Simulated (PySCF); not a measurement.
# MoOCl2: structure of the triplet

Aim: relax MoOCl2 as a triplet from a trigonal pyramidal start, check by its vibrations whether the end is a minimum, and collect its spectrum and constants.

Computed with PySCF 2.14.0. Level: PBE, basis Mo def2-SVP with ECP28, O def2-SVP, Cl def2-SVP, scalar-relativistic core potentials, no spin–orbit coupling, density fitting.

## 1. Where the work starts

4 atoms, charge 0, spin multiplicity 3.

Bond lengths: Mo1–O2 1.780 Å, Mo1–Cl3 2.370 Å, Mo1–Cl4 2.370 Å. Angles: O2–Mo1–Cl3 99.8°, O2–Mo1–Cl4 99.8°, Cl3–Mo1–Cl4 99.8°.

Z-matrix (Å, degrees; charge 0 multiplicity 3):
```
Mo
O  1 1.7800
Cl 1 2.3700 2 99.75
Cl 1 2.3700 2 99.75 3 -101.77
```

## 2. The SCF at the typed geometry

One driver script runs all steps and calls PySCF; scf.py shows how it sets up the SCF of each step. The optimiser is the driver's own. After this first run the driver tries any further starts and a stability analysis.

File scf.py:

```python
from pyscf import gto, scf, dft
mol = gto.M(atom='''
Mo     0.000000     0.000000     0.000000
O     -0.785800    -1.361100     0.835700
Cl     2.092600     0.000000     1.112600
Cl    -1.046300     1.812200     1.112600''',
    basis={'Mo': 'def2-SVP', 'O': 'def2-SVP', 'Cl': 'def2-SVP'},
    ecp={'Mo': 'def2-SVP'},
    charge=0, spin=2)
mf = dft.UKS(mol, xc='PBE')
mf.grids.atom_grid = (50, 194)
aux = {'Mo': 'def2-universal-JKFIT', 'O': 'def2-universal-JKFIT', 'Cl': 'def2-universal-JKFIT'}
mf = mf.density_fit(auxbasis=aux)
mf.conv_tol = 1e-08
mf.diis_space = 10
mf.max_cycle = 60
mf.init_guess = 'minao'
mf.verbose = 4
mf.kernel()
```

Started as:

```bash
> OMP_NUM_THREADS=2 python axn.py task.json out
```

The program printed:

```text
init E= -1055.6564966836
[... the frontier-level lines of each cycle are left out ...]
cycle= 1 E= -1062.78613463347  delta_E= -7.13  |g|= 0.869  |ddm|= 2.26
cycle= 2 E= -1053.87994369414  delta_E= 8.91  |g|= 3.32  |ddm|= 3.05
cycle= 3 E= -1063.0209729085  delta_E= -9.14  |g|= 0.445  |ddm|= 2.84
cycle= 4 E= -1062.70703439377  delta_E= 0.314  |g|= 0.875  |ddm|=  1.3
cycle= 5 E= -1063.10115506952  delta_E= -0.394  |g|= 0.279  |ddm|= 1.08
cycle= 6 E= -1063.13630673436  delta_E= -0.0352  |g|= 0.0704  |ddm|= 0.355
cycle= 7 E= -1063.13780286944  delta_E= -0.0015  |g|= 0.059  |ddm|= 0.0772
cycle= 8 E= -1063.13872877261  delta_E= -0.000926  |g|= 0.035  |ddm|= 0.0196
cycle= 9 E= -1063.13914346052  delta_E= -0.000415  |g|= 0.0151  |ddm|= 0.0155
cycle= 10 E= -1063.13923952406  delta_E= -9.61e-05  |g|= 0.0013  |ddm|= 0.0119
cycle= 11 E= -1063.13924018141  delta_E= -6.57e-07  |g|= 0.00059  |ddm|= 0.00155
cycle= 12 E= -1063.13924035292  delta_E= -1.72e-07  |g|= 0.000326  |ddm|= 0.000986
cycle= 13 E= -1063.13924043809  delta_E= -8.52e-08  |g|= 6.76e-05  |ddm|= 0.000561
cycle= 14 E= -1063.13924044736  delta_E= -9.27e-09  |g|= 3.35e-05  |ddm|= 0.000244
Extra cycle  E= -1063.13924044149  delta_E= 5.87e-09  |g|= 0.000109  |ddm|= 0.000203
converged SCF energy = -1063.13924044149  <S^2> = 2.0248549  2S+1 = 3.0165245
```

This step, with its further starts and checks, ran for 19 s (2 threads of Arm Neoverse V2, shared host).

The starts that the driver tried:

```
                      start   energy (Eh)
    the minimal-basis guess  -1063.139240
a thermally smeared density  -1063.139240
      a smeared PBE density  -1063.139240
```

The test of internal stability and the other starts found no lower solution of this spin.

## 3. Trigonal pyramidal start, triplet: relaxation

The program finds Cs symmetry in the start, which this walk keeps.

Changes to scf.py since step 2:

```diff
@@ -3,4 +3,4 @@
-Mo     0.000000     0.000000     0.000000
-O     -0.785800    -1.361100     0.835700
-Cl     2.092600     0.000000     1.112600
-Cl    -1.046300     1.812200     1.112600''',
+Mo    -0.130647    -0.226289    -0.495978
+O     -0.916457    -1.587384     0.339722
+Cl     1.961936    -0.226283     0.616617
+Cl    -1.176961     1.585922     0.616627''',
@@ -17 +16,0 @@
-mf.init_guess = 'minao'
```

The optimiser's trace:

```
step   energy (Eh)  change (kJ/mol)  largest symmetric gradient (Eh/bohr)
   0  -1063.139240             0.00                               0.10035
   1  -1063.169884           -80.45                               0.03558
   2  -1063.181715          -111.52                               0.02541
   3  -1063.187937          -127.85                               0.02180
   4  -1063.190927          -135.70                               0.00630
   5  -1063.191486          -137.17                               0.01310
   6  -1063.191802          -138.00                               0.00435
   7  -1063.191828          -138.07                               0.00056
   8  -1063.191830          -138.07                               0.00020
```

The walk took 20 s.

Positions (Å) and forces (eV/Å) along the way:

```
step 0
Mo  -0.131  -0.226  -0.496  -1.529  -2.636   5.160
O   -0.916  -1.587   0.340   1.713   2.964  -2.988
Cl   1.962  -0.226   0.617  -0.617   0.139  -1.084
Cl  -1.177   1.586   0.617   0.433  -0.467  -1.089
step 1
Mo  -0.143  -0.248  -0.322   0.232   0.406   1.829
O   -0.922  -1.597   0.258  -0.222  -0.368  -0.650
Cl   1.991  -0.222   0.570  -0.098   0.037  -0.598
Cl  -1.188   1.613   0.570   0.088  -0.075  -0.581
step 4
Mo  -0.140  -0.243   0.110  -0.046  -0.106   0.324
O   -0.976  -1.690   0.075   0.105   0.206  -0.113
Cl   2.130  -0.244   0.446  -0.096  -0.007  -0.109
Cl  -1.276   1.722   0.446   0.038  -0.094  -0.103
step 8
Mo  -0.140  -0.243   0.242  -0.001  -0.013   0.001
O   -0.967  -1.675   0.024  -0.002   0.008  -0.005
Cl   2.142  -0.261   0.405  -0.002   0.006  -0.004
Cl  -1.297   1.725   0.405   0.006  -0.001   0.008
```

End point (C2v, 8 steps, 138.1 kJ/mol gained): Mo–Cl 2.288 Å (×2), Mo–O 1.667 Å; Cl–Mo–Cl 120.4°, Cl–Mo–O 119.8° (×2).

## 4. Is it a minimum? Harmonic modes

On the finer grid the gradient is checked again; gradients at displacements of ±0.02 bohr then give force constants and infrared intensities.

Changes to scf.py since step 3:

```diff
@@ -3,4 +3,4 @@
-Mo    -0.130647    -0.226289    -0.495978
-O     -0.916457    -1.587384     0.339722
-Cl     1.961936    -0.226283     0.616617
-Cl    -1.176961     1.585922     0.616627''',
+Mo    -0.144215    -0.249792    -0.039554
+O     -0.970121    -1.680333    -0.266079
+Cl     2.138483    -0.258308     0.115945
+Cl    -1.292974     1.722803     0.115956''',
@@ -11 +11 @@
-mf.grids.atom_grid = (50, 194)
+mf.grids.atom_grid = (75, 302)
@@ -14 +14 @@
-mf.conv_tol = 1e-08
+mf.conv_tol = 1e-10
```

The driver hands on the density of the step before, so the log starts near convergence.

SCF at the final geometry:

```text
init E= -1063.19181888319
[... the frontier-level lines of each cycle are left out ...]
cycle= 1 E= -1063.19181888318  delta_E= 1.52e-11  |g|= 5.79e-06  |ddm|= 6.27e-06
Extra cycle  E= -1063.19181888286  delta_E= 3.14e-10  |g|= 2.83e-05  |ddm|= 2.28e-05
converged SCF energy = -1063.19181888286  <S^2> = 2.0150992  2S+1 = 3.0100493
```

The whole step took 50 s.

Geometry: C2v; Mo–Cl 2.288 Å (×2), Mo–O 1.667 Å; Cl–Mo–Cl 120.0°, Cl–Mo–O 120.0° (×2).

Modes, for the most abundant isotopes:

```tsv
symmetry	ω (cm⁻¹)	IR (km/mol)	μ (u)	type
a1	97	1.1	38.18	bend
b1	121	9.4	28.58	bend
b2	143	3.5	18.91	bend
a1	377	16.1	37.17	stretch
b2	421	88.6	45.84	stretch
a1	1030	140	18.16	stretch
```

Every mode is real; the point is a minimum.

Constants and moments:

```
Dipole moment                                                   : 0.13 D
Highest occupied level                                          : -5.82 eV
Lowest empty level                                              : -4.52 eV
Rotational constants                                            : 0.1398, 0.06141, 0.04267 cm⁻¹
Zero-point energy                                               : 13.1 kJ/mol
Principal polarisabilities                                      : 41.1, 57.9, 75.2 bohr³
Atomisation energy without zero-point energy                    : 1527 kJ/mol
Principal traceless quadrupole moments about the centre of mass : -2.51, -2.46, 4.97 D Å
Entropy at 298.15 K and 1 bar (electronic part: spin only)      : 341.5 J/(mol K)
Heat capacity Cp at 298.15 K                                    : 71.3 J/(mol K)
Enthalpy at 298.15 K above 0 K                                  : 17.12 kJ/mol
Rotational symmetry number                                      : 2
Spin squared ⟨S²⟩                                               : 2.015
```

Charges (e) and bond orders:

| atom | Mulliken | Löwdin | polar tensor | spin (Mulliken) | Mayer order to Mo1 |
| --- | --- | --- | --- | --- | --- |
| Mo1 | 0.60 | -0.33 | 1.54 | 2.04 | – |
| O2 | -0.24 | -0.01 | -0.63 | -0.13 | 2.30 |
| Cl3,4 | -0.18 | 0.17 | -0.46 | 0.05 | 1.27 |

Outer orbital energies (eV). α occupied: -10.19, -9.09, -8.92, -8.55, -8.47, -8.18, -6.45, -5.82; empty: -4.33, -2.97, -2.95, -0.60. β occupied: -10.64, -10.32, -9.98, -8.92, -8.62, -8.43, -8.39, -8.17; empty: -4.52, -4.20, -3.64, -2.42.

Mulliken populations on Mo1 (outside its core potential): s 2.45, p 6.48, d 4.42, f 0.05.

## 5. Outcome

```
                                          quantity                                                                   value
                                           minimum                                                            triplet, C2v
                                          geometry  Mo–Cl 2.288 Å (×2), Mo–O 1.667 Å; Cl–Mo–Cl 120.0°, Cl–Mo–O 120.0° (×2)
                                wavenumbers (cm⁻¹)              97 (a1), 121 (b1), 143 (b2), 377 (a1), 421 (b2), 1030 (a1)
                                     dipole moment                                                                  0.13 D
highest occupied, lowest empty level (either spin)                                                         -5.82, -4.52 eV
                        polar-tensor charge of Mo1                                                                 +1.54 e
                                 zero-point energy                                                             13.1 kJ/mol
                               entropy at 298.15 K                                                         341.5 J/(mol K)
         atomisation energy (no zero-point energy)                                                             1527 kJ/mol
                                              ⟨S²⟩                                                                   2.015
```

In words: The trigonal pyramidal start (Cs) ends in a minimum of C2v symmetry. The strongest infrared band lies at 1030 cm⁻¹ (a1, stretch). Most of the spin sits on Mo1 (Mulliken spin 2.04, against 2 for the whole molecule). Other starts or spin states, not run here, may lie lower. One determinant may miss the lowest occupation of an open d or f shell.

The search up to here took 89 s.
